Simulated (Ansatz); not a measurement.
# BiTe (R-3m) in Ansatz: a series of runs

Runs on BiTe. Level: PBE. Tasks: single point, equation of state.

All numbers are computed with Ansatz 0.2.0; they aren't measurements. Logs are shortened: lines on timing, memory, paths and dates and some standing lists are left out, and cuts for length are marked.

## (1) The structure

Symmetry: R-3m, No. 166, trigonal system. The conventional cell has a = 4.845 Å, b = 4.845 Å, c = 9.952 Å, α = 90.00°, β = 90.00°, γ = 120.00°. Bi (site symmetry -3m) has 6 Te at 3.25 Å as nearest neighbours. Te (site symmetry -3m) is surrounded by 6 Bi at 3.25 Å.

The cell comes from a database or a generator and needn't be the stable form of this composition.

## (2) Single point, PBE, 31.70 Å³/atom (volume scaled by 0.94)

File input.yaml:

```yaml
crystal:
  lattice:
    - [2.3732508797, 1.3701970343, 3.2495731172]
    - [-2.3732508797, 1.3701970343, 3.2495731172]
    - [0.0, -2.7403940685, 3.2495731172]
  atoms:
    - { symbol: Bi, position: [0.5, 0.5, 0.5] }
    - { symbol: Te, position: [0.0, 0.0, 0.0] }
hamiltonian:
  xc: pbe
  pseudopotentials: { kind: nc }
kpoints:
  mp_grid: { grid: [7, 7, 7] }
scf:
  occupations: { method: fermi_dirac, width: 0.05 }
output:
  forces: true
  stress: true
  eigenvalues: true
  write_density: true
  write_potential: true
  elf: true
  volumetric_format: npy
```

Potentials or basis: Ansatz NC.

Run with:

```
$ ansatz run input.yaml --threads 2 --pin off --max-ram 5632MiB --backend cpu --events-out ev --progress --plain --runs-dir out
```

Standard output:

```text
Warning: RAYON_NUM_THREADS=2 ignored (pool sized by the plan → 2); use --threads N
Engine: ansatz 0.2.0, x86_64-unknown-linux-gnu
Pseudopotentials: kind: nc
Pseudopotential: Bi, nc, valence charge 15, recommended cutoff 897.975746 eV (normal), Bi.nc.azcp
Pseudopotential: Te, nc, valence charge 16, recommended cutoff 1120 eV (normal), Te.nc.azcp
Functional definition: PBE
  parameter kappa = 0.804
  parameter beta = 0.06672455060314922
  exchange = pbe_x(kappa = kappa, mu = beta*pi^2/3)
  correlation = pbe_c(beta = beta)
Crystal: 2 atoms, lattice volume = 63.402 Å³
Basis set: ecut = 1120 eV, 5423 PW (Γ), exchange–correlation on 96×96×96 points (8 copies of the dense FFT grid, shifted against one another)
Bands: 20, of which v1, the nominal top of the filled ones, is band 16 counted from 1 (15 counted from 0)
Symmetry: 12 space group operations
Space group: R-3m (ITA 166), of the structure as read, at distance tolerance 4.0e-5 Å
k-points: 44 of 343
Non-local potential: Bi, projectors of the file, l = 0: 3, l = 1: 3, l = 2: 2, l = 3: 1
Non-local potential: Te, projectors of the file, l = 0: 3, l = 1: 3, l = 2: 2, l = 3: 2
Initial density: superposition of atomic densities (chi_scale 0.1, normalization cell, long waves kept (reshape's long-wave potential 0.00 eV rms))
Initial wavefunctions: pseudopotential atomic-orbital guess
Functional: x = pbe(κ = 0.804, μ = 0.2195149727645171), c = pbe(β = 0.06672455060314922)
SCF iter   1: F=—  HF=-5523.318637 eV  |F-HF|=—  |Δ(HF+E_count)|=         —  Δρ=1.07e-2  dr2=7.83e-2  ethr=3.10e-3  ⟨swp⟩=17.6  Hψ=8916  notcnv=0
preconditioner: auto → Kerker (q_TF=auto, 2.422 Å⁻¹)  [metal: Δε(μ)=0.076 eV  Ē_g=9.689 eV  σ=0.050 eV  W_gap=0.33  n_scr=14 (ndim 8)  ℏωp=15.5 eV  f_vac=0.000  D(μ)=1.37/eV (n_scr^D=8)]
SCF iter   2: F=—  HF=-5523.310975 eV  |F-HF|=—  |Δ(HF+E_count)|=   7.66e-3  Δρ=6.88e-3  dr2=3.29e-2  ethr=2.53e-4  ⟨swp⟩=5.4  Hψ=2260  notcnv=0  defer=8
SCF iter   3: F=—  HF=-5523.309918 eV  |F-HF|=—  |Δ(HF+E_count)|=   1.06e-3  Δρ=9.51e-4  dr2=3.43e-4  ethr=1.06e-4  ⟨swp⟩=5.1  Hψ=2329  notcnv=0  defer=8
SCF iter   4: F=—  HF=-5523.310071 eV  |F-HF|=—  |Δ(HF+E_count)|=   1.53e-4  Δρ=2.41e-4  dr2=3.23e-5  ethr=1.11e-6  ⟨swp⟩=4.2  Hψ=2183  notcnv=0  defer=8
SCF iter   5: F=—  HF=-5523.310271 eV  |F-HF|=—  |Δ(HF+E_count)|=   2.00e-4  Δρ=8.01e-5  dr2=6.25e-6  ethr=1.04e-7  ⟨swp⟩=3.6  Hψ=1983  notcnv=0  defer=8
SCF iter   6: F=—  HF=-5523.310276 eV  |F-HF|=—  |Δ(HF+E_count)|=   4.87e-6  Δρ=2.03e-5  dr2=3.97e-7  ethr=2.02e-8  ⟨swp⟩=3.8  Hψ=1555  notcnv=0  defer=8
SCF iter   7: F=-5523.310276 eV  HF=-5523.310276 eV  |F-HF|=8.88e-9  |Δ(HF+E_count)|=   1.95e-7  Δρ=4.57e-6  dr2=6.92e-9  ethr=3.23e-10  ⟨swp⟩=27.9  Hψ=13320  notcnv=0
SCF 1 converged in 7 iterations: F = -5523.310276 eV  dr2 = 6.92e-9
  Residual-converged pass: ⟨swp⟩=1.5  Hψ=1081  notcnv=0  max |occ|·‖R‖ = 7.0e-9 eV (tolerance 1.0e-8 eV)  dr2=6.92e-9  max |Δocc| = 1.5e-13
SCF converged after 7 iterations
Free energy (F): -5523.310276 eV
Harris-Foulkes:  -5523.310276 eV  (|F-HF|=8.88e-9)
Internal energy: -5523.297750 eV  (E = F + TS)
E sigma→0 (E₀):  -5523.304013 eV
Entropy (-TS):   -0.012527 eV (-6.263 meV/atom)
Fermi energy:    10.967415 eV
--- Per-component energies (eV) ---
  E_band       = -332.156432
  E_kinetic    = 2864.758462
  E_local      = -3384.352618  (includes V_loc(G=0)·N_el)
  E_nonlocal   = -1414.288586
  E_hartree    = 1192.960495
  E_xc         = -1671.775115
  E_vxc        = -784.195363  (∫ρ·V_xc dr)
  E_ewald      = -3110.600387
  E_smearing   = -0.012527  (= −TS)
  E_closure    = -0.000000  (closes the sum)
  Σ components = -5523.310276   (vs F -5523.310276, Δ=0.00e0)
--- Forces (eV/Å), atoms counted from 1 ---
  atom   1  Bi     0.00000000     0.00000000     0.00000000
  atom   2  Te     0.00000000     0.00000000    -0.00000000
  max |Σ_I F_I| component: 5.38e-28 eV/Å
--- Stress (GPa, compression-positive) ---
        4.034312       0.000000      -0.000000
        0.000000       4.034312      -0.000000
        0.000000      -0.000000       2.899374
  P = ⅓ Tr σ = 3.6560 GPa (36.560 kbar)
--- Band table (eV; the first three rows and the last of 44) ---
  k-point 0: bands = ["-26.3779", "-26.3779", "-26.3431", "-26.3431", "-26.3279", "-12.3262", "-12.3262", "-12.3106", "-12.3106", "-12.2905", "-2.9810", "2.8943", "7.8393", "7.8393", "9.2368", "12.9689", "13.6157", "13.6157", "14.9033", "14.9033"]
  k-point 1: bands = ["-26.3779", "-26.3779", "-26.3431", "-26.3428", "-26.3278", "-12.3262", "-12.3258", "-12.3121", "-12.3090", "-12.2900", "-2.7931", "2.3631", "7.9621", "8.1773", "9.1539", "12.2898", "12.8373", "13.0079", "15.2046", "15.4325"]
  k-point 2: bands = ["-26.3777", "-26.3777", "-26.3432", "-26.3423", "-26.3277", "-12.3270", "-12.3255", "-12.3149", "-12.3055", "-12.2880", "-2.2375", "1.1725", "8.3245", "8.7244", "9.2619", "11.0832", "11.5203", "12.1140", "16.0572", "16.1124"]
  k-point 43: bands = ["-26.3779", "-26.3778", "-26.3414", "-26.3414", "-26.3279", "-12.3357", "-12.3338", "-12.2937", "-12.2931", "-12.2931", "-0.5334", "-0.0367", "6.8374", "7.8924", "8.0623", "10.1420", "10.3250", "11.6749", "18.1402", "18.7752"]
```

It took 8.6 s on 2 threads of AMD EPYC 7R43 (Zen 3), shared host; peak memory 0.55 GiB.

Results:

```
Free energy            : -5523.3103 eV
Pressure               : 3.7 GPa
Band gap on the k mesh : none (metal or under the smearing width)
```

Caveat: spin-orbit coupling is left out, which moves the levels of the heavy elements.

## (3) Single point, PBE, 32.38 Å³/atom (volume scaled by 0.96)

File input.yaml:

```yaml
crystal:
  lattice:
    - [2.3899644647, 1.3798466271, 3.2724581889]
    - [-2.3899644647, 1.3798466271, 3.2724581889]
    - [0.0, -2.7596932542, 3.2724581889]
  atoms:
    - { symbol: Bi, position: [0.5, 0.5, 0.5] }
    - { symbol: Te, position: [0.0, 0.0, 0.0] }
hamiltonian:
  xc: pbe
  pseudopotentials: { kind: nc }
kpoints:
  mp_grid: { grid: [7, 7, 7] }
scf:
  occupations: { method: fermi_dirac, width: 0.05 }
output:
  forces: true
  stress: true
  eigenvalues: true
```

Potentials or basis: Ansatz NC.

Run with:

```
$ ansatz run input.yaml --threads 2 --pin off --max-ram 5632MiB --backend cpu --events-out ev --progress --plain --runs-dir out
```

Wall time 8.2 s (2 threads of AMD EPYC 7R43 (Zen 3), shared host); peak memory 0.52 GiB.

Results (log left out):

* Free energy: -5523.3356 eV
* Pressure: 2.4 GPa
* Band gap on the k mesh: none (metal or under the smearing width)

Caveat: spin-orbit coupling is left out, which moves the levels of the heavy elements.

## (4) Single point, PBE, 33.05 Å³/atom (volume scaled by 0.98)

File input.yaml:

```yaml
crystal:
  lattice:
    - [2.4064474992, 1.3893631114, 3.2950275793]
    - [-2.4064474992, 1.3893631114, 3.2950275793]
    - [0.0, -2.7787262229, 3.2950275793]
  atoms:
    - { symbol: Bi, position: [0.5, 0.5, 0.5] }
    - { symbol: Te, position: [0.0, 0.0, 0.0] }
hamiltonian:
  xc: pbe
  pseudopotentials: { kind: nc }
kpoints:
  mp_grid: { grid: [7, 7, 7] }
scf:
  occupations: { method: fermi_dirac, width: 0.05 }
output:
  forces: true
  stress: true
  eigenvalues: true
  write_density: true
  write_potential: true
  elf: true
  volumetric_format: npy
```

Run with:

```
$ ansatz run input.yaml --threads 2 --pin off --max-ram 5632MiB --backend cpu --events-out ev --progress --plain --runs-dir out
```

Run time: 9.1 s. Hardware: 2 threads of AMD EPYC 7R43 (Zen 3), shared host; peak memory 0.53 GiB.

It converged, with:

- Free energy: -5523.3506 eV
- Pressure: 1.2 GPa
- Band gap on the k mesh: none (metal or under the smearing width)

Caveat: spin-orbit coupling is left out, which moves the levels of the heavy elements.

## (5) Single point, PBE, 33.72 Å³/atom

input.yaml, as its differences from that of step 4:

```diff
@@ -2,5 +2,5 @@
   lattice:
-    - [2.4064474992, 1.3893631114, 3.2950275793]
-    - [-2.4064474992, 1.3893631114, 3.2950275793]
-    - [0.0, -2.7787262229, 3.2950275793]
+    - [2.4227077728, 1.3987509848, 3.3172919545]
+    - [-2.4227077728, 1.3987509848, 3.3172919545]
+    - [0.0, -2.7975019696, 3.3172919545]
   atoms:
```

Run with:

```
$ ansatz run input.yaml --threads 2 --pin off --max-ram 5632MiB --backend cpu --events-out ev --progress --plain --runs-dir out
```

It took 9.1 s on 2 threads of AMD EPYC 7R43 (Zen 3), shared host; peak memory 0.55 GiB.

It converged, with:

```yaml
Free_energy: -5523.3564 eV
Pressure: 0.2 GPa
Band_gap_on_the_k_mesh: none (metal or under the smearing width)
```

Caveat: spin-orbit coupling is left out, which moves the levels of the heavy elements.

## (6) Single point, PBE, 34.40 Å³/atom (volume scaled by 1.02)

File input.yaml:

```yaml
crystal:
  lattice:
    - [2.4387526627, 1.4080145063, 3.3392614156]
    - [-2.4387526627, 1.4080145063, 3.3392614156]
    - [0.0, -2.8160290126, 3.3392614156]
  atoms:
    - { symbol: Bi, position: [0.5, 0.5, 0.5] }
    - { symbol: Te, position: [0.0, 0.0, 0.0] }
hamiltonian:
  xc: pbe
  pseudopotentials: { kind: nc }
kpoints:
  mp_grid: { grid: [7, 7, 7] }
scf:
  occupations: { method: fermi_dirac, width: 0.05 }
output:
  forces: true
  stress: true
  eigenvalues: true
```

Potentials or basis: Ansatz NC.

Run with:

```
$ ansatz run input.yaml --threads 2 --pin off --max-ram 5632MiB --backend cpu --events-out ev --progress --plain --runs-dir out
```

Wall time 7.6 s (2 threads of AMD EPYC 7R43 (Zen 3), shared host); peak memory 0.53 GiB.

It converged, with:

```
Free energy            : -5523.3541 eV
Pressure               : -0.7 GPa
Band gap on the k mesh : none (metal or under the smearing width)
```

Caveat: spin-orbit coupling is left out, which moves the levels of the heavy elements.

## (7) Single point, PBE, 35.07 Å³/atom (volume scaled by 1.04)

input.yaml, as its differences from that of step 6:

```diff
@@ -2,5 +2,5 @@
   lattice:
-    - [2.4387526627, 1.4080145063, 3.3392614156]
-    - [-2.4387526627, 1.4080145063, 3.3392614156]
-    - [0.0, -2.8160290126, 3.3392614156]
+    - [2.4545891627, 1.4171577139, 3.3609455389]
+    - [-2.4545891627, 1.4171577139, 3.3609455389]
+    - [0.0, -2.8343154277, 3.3609455389]
   atoms:
```

Run with:

```
$ ansatz run input.yaml --threads 2 --pin off --max-ram 5632MiB --backend cpu --events-out ev --progress --plain --runs-dir out
```

Run time: 8.5 s. Hardware: 2 threads of AMD EPYC 7R43 (Zen 3), shared host; peak memory 0.54 GiB.

It converged, with:

```
Free energy            : -5523.3444 eV
Pressure               : -1.6 GPa
Band gap on the k mesh : none (metal or under the smearing width)
```

Caveat: spin-orbit coupling is left out, which moves the levels of the heavy elements.

## (8) Single point, PBE, 35.75 Å³/atom (volume scaled by 1.06)

File input.yaml:

```yaml
crystal:
  lattice:
    - [2.4702239101, 1.4261844395, 3.3823534125]
    - [-2.4702239101, 1.4261844395, 3.3823534125]
    - [0.0, -2.852368879, 3.3823534125]
  atoms:
    - { symbol: Bi, position: [0.5, 0.5, 0.5] }
    - { symbol: Te, position: [0.0, 0.0, 0.0] }
hamiltonian:
  xc: pbe
  pseudopotentials: { kind: nc }
kpoints:
  mp_grid: { grid: [7, 7, 7] }
scf:
  occupations: { method: fermi_dirac, width: 0.05 }
output:
  forces: true
  stress: true
  eigenvalues: true
  write_density: true
  write_potential: true
  elf: true
  volumetric_format: npy
```

Run with:

```
$ ansatz run input.yaml --threads 2 --pin off --max-ram 5632MiB --backend cpu --events-out ev --progress --plain --runs-dir out
```

It took 9.9 s on 2 threads of AMD EPYC 7R43 (Zen 3), shared host; peak memory 0.56 GiB.

It converged, with:

```
Free energy            : -5523.3281 eV
Pressure               : -2.3 GPa
Band gap on the k mesh : none (metal or under the smearing width)
```

Caveat: spin-orbit coupling is left out, which moves the levels of the heavy elements.

## (9) Equation of state, PBE

Potentials or basis: Ansatz NC.

No new run: the results of the series are fitted here.

Results:

```
Equilibrium volume                        : 33.86 Å³/atom
Bulk modulus at fixed shape and positions : 48 GPa
Pressure derivative of the bulk modulus   : 4.6
```

Energy against volume, from the lowest point:
```csv
volume (Å³/atom),energy (meV/atom)
31.701,23.08
32.376,10.45
33.050,2.93
33.725,0.00
34.399,1.18
35.074,6.03
35.748,14.16
```

Caveat: the cell was scaled at fixed shape and fractional positions, which overstates the stiffness of a crystal with free parameters, most of all of layers and chains; spin-orbit coupling is left out, which moves the levels of the heavy elements.
